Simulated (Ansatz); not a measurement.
# GeAsH+ (doublet): wave-function methods side by side, cc-pVDZ

Aim: climb from Hartree-Fock through coupled cluster and multireference methods for GeAsH+ (doublet) at one geometry and basis, and see what each rung misses.

Program: Ansatz 0.2.0, Gaussian basis. Level of theory: cc-pVDZ, core rule «outside noble gas», up to 28 orbitals frozen. These are calculated values, not measurements.

To be run: UHF; CCSD(T) on ROHF; CCSD(T) on UHF; BCCD(T) on ROHF; CISD; CCSDT(Q) on ROHF; CCSDT(Q) on UHF; CCSDTQ on ROHF; CCSDTQ on UHF; CASSCF and MRCISD+Q, 9 electrons in 9 orbitals; CASSCF and MRCISD+Q(relaxed), 9 electrons in 9 orbitals; CASSCF and NEVPT2, 9 electrons in 9 orbitals.

4 further runs of the same task are left out: 4 set aside as unsound or not needed.

### 1 The geometry

The geometry is a PBE0/def2-TZVP stationary point (not a proven minimum) of the parent state, kept for this charge and spin. No spin-orbit coupling is included. The filled d shell of Ge, As may be among the frozen orbitals whatever the setting's name suggests; the logs give the count.

3 atoms, charge 1, spin multiplicity 2.

Atoms are counted from 1 here; the program's logs count them from 0.

Bond lengths: Ge1–As2 2.225 Å, As2–H3 1.601 Å. Angles: Ge1–As2–H3 59.3°.

### 2 UHF

The input, in.yaml:

```yaml
crystal:
  periodic: [false, false, false]
  atoms:
    - {symbol: Ge, position_ang: [0.000000, -0.003926, 1.131568]}
    - {symbol: As, position_ang: [0.000000, -0.014557, -1.093316]}
    - {symbol: H, position_ang: [0.000000, 1.365001, -0.281876]}
basis:
  gaussian: {orbitals: cc-pVDZ}
total_charge: 1
magnetization: {spin_polarized: true, initial_magnetization: 1}
hamiltonian: {xc: hf}
output: {orbitals: {seedname: orbitals}}
```

Command:

```console
$ ansatz run in.yaml --threads 1 --pin off --events-out ev --progress --plain --max-ram 4096MiB --backend cpu
```

The runs that follow: CCSD(T) on ROHF; CCSD(T) on UHF; BCCD(T) on ROHF; CISD; CCSDT(Q) on ROHF; CCSDT(Q) on UHF; CCSDTQ on ROHF; CCSDTQ on UHF; CASSCF and MRCISD+Q, 9 electrons in 9 orbitals; CASSCF and MRCISD+Q(relaxed), 9 electrons in 9 orbitals; CASSCF and NEVPT2, 9 electrons in 9 orbitals.

**Question.** What will the summary of the whole plan be? Wanted: UCCSDTQ from the RHF energy; RMP2 from UCCSDTQ; UMP2 from UCCSDTQ; RCCSD from UCCSDTQ; RCCSD(T) from UCCSDTQ; UCCSD(T) from UCCSDTQ; RCCSDT(Q) from UCCSDTQ; UCCSDT(Q) from UCCSDTQ; NEVPT2 valence from UCCSDTQ.

As calculated:

```
                              quantity                                                                                       value
           UCCSDTQ from the ROHF energy                                                                                  -5.0778 eV
                     RMP2 from UCCSDTQ                                                                               +102.8 kJ/mol
                     UMP2 from UCCSDTQ                                                                               +104.3 kJ/mol
                    RCCSD from UCCSDTQ                                                                                +21.8 kJ/mol
                 RCCSD(T) from UCCSDTQ                                                                                 +4.3 kJ/mol
                 UCCSD(T) from UCCSDTQ                                                                                 +4.2 kJ/mol
                RCCSDT(Q) from UCCSDTQ                                                                                 +0.3 kJ/mol
                UCCSDT(Q) from UCCSDTQ                                                                                 +0.1 kJ/mol
           NEVPT2 valence from UCCSDTQ                                                                                +67.0 kJ/mol
         MRCISD+Q valence from UCCSDTQ                                                                                 -0.1 kJ/mol
MRCISD+Q(relaxed) valence from UCCSDTQ                                                                                 -2.3 kJ/mol
     levels within 1 kcal/mol (43 meV)  RCCSDT, UCCSDT, RCCSDT(Q), UCCSDT(Q), RCCSDTQ, MRCISD+Q valence, MRCISD+Q(relaxed) valence
                         T1 diagnostic                                                                                       0.020
        effectively unpaired electrons                                                                                        1.05
```

What this shows: RCCSD(T) lands +4.3 kJ/mol from the yardstick (0.9 % of the correlation energy). One determinant dominates. Of the multireference levels listed MRCISD+Q valence comes nearest in total energy (-0.1 kJ/mol), which doesn't show that its space is the better one. These misses are within one basis, not against nature; the frozen cores of restricted and unrestricted runs differ, which can shift their rows.

With open shells the CI space here admits some triples and quadruples, so it is larger than plain CISD.
